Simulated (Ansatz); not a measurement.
# BeP+ (singlet): from Hartree-Fock to the top rungs at distance P1–Be2 = 3.181 Å, cc-pVDZ

Aim: climb from Hartree-Fock through coupled cluster and multireference methods for BeP+ (singlet) at one geometry and basis, and see what each rung misses.

Computed with Ansatz 0.2.0, Gaussian basis. Level: cc-pVDZ, core rule «outside noble gas», up to 6 orbitals frozen.

The runs, in order: UHF; CCSD(T) on RHF; CCSD(T) on UHF; BCCD(T) on RHF; CISD; CCSDT(Q) on RHF; CCSDT(Q) on UHF; CCSDTQ on RHF; CASSCF and MRCISD+Q, 2 electrons in 2 orbitals; CASSCF and NEVPT2, 2 electrons in 2 orbitals; Full CI.

40 further runs of the same task are left out: 22 for a known fault of the program, 12 that didn't finish, 6 set aside as unsound or not needed.

## 1. The system

The geometry derives from a PBE0/def2-TZVP stationary point (not a proven minimum). One bond is set to the value named and the two fragments are kept rigid.

2 atoms, charge 1, spin multiplicity 1.

Atoms are counted from 1 here; the program's logs count them from 0.

No contacts short enough for the rule that draws bonds.

## 2. UHF

in.yaml reads:

```yaml
crystal:
  periodic: [false, false, false]
  atoms:
    - {symbol: P, position_ang: [0.000000, 0.000000, 0.000000]}
    - {symbol: Be, position_ang: [0.000000, 0.000000, 3.181000]}
basis:
  gaussian: {orbitals: cc-pVDZ}
total_charge: 1
magnetization: {spin_polarized: true, initial_magnetization: 0}
hamiltonian: {xc: hf}
output: {orbitals: {seedname: orbitals}}
```

Run with:

```
ansatz run in.yaml --threads 1 --pin off --events-out ev --progress --plain --max-ram 2393MiB
```

After this run come: CCSD(T) on RHF; CCSD(T) on UHF; BCCD(T) on RHF; CISD; CCSDT(Q) on RHF; CCSDT(Q) on UHF; CCSDTQ on RHF; CASSCF and MRCISD+Q, 2 electrons in 2 orbitals; CASSCF and NEVPT2, 2 electrons in 2 orbitals; Full CI.

Before running them: what should the planned runs give, taken together? Wanted: FCI below the RHF energy; RMP2 from FCI; RCCSD from FCI; RCCSD(T) from FCI; RCCSDT(Q) from FCI; NEVPT2 pair from FCI; MRCISD+Q pair from FCI; T1 diagnostic; effectively unpaired electrons.

The runs gave:

| quantity | value |
| --- | --- |
| FCI below the RHF energy | -4.3014 eV |
| RMP2 from FCI | +36.04 kcal/mol |
| RCCSD from FCI | +9.66 kcal/mol |
| RCCSD(T) from FCI | +4.25 kcal/mol |
| RCCSDT(Q) from FCI | -0.12 kcal/mol |
| NEVPT2 pair from FCI | +22.77 kcal/mol |
| MRCISD+Q pair from FCI | +2.66 kcal/mol |
| levels within 1 kcal/mol (43 meV) | RCCSDT, RCCSDT(Q), RCCSDTQ |
| T1 diagnostic | 0.040 |
| effectively unpaired electrons | 2.34 |

In words: RCCSD(T) lands +4.25 kcal/mol from the yardstick (4.3 % of the correlation energy). RCCSDT(Q) falls below full CI, which methods that aren't variational can do. The occupations show strong static correlation (2.3 unpaired electrons where one determinant has 0). Of the multireference levels listed MRCISD+Q pair comes nearest in total energy (+2.66 kcal/mol), which doesn't show that its space is the better one. These misses are within one basis, not against nature.
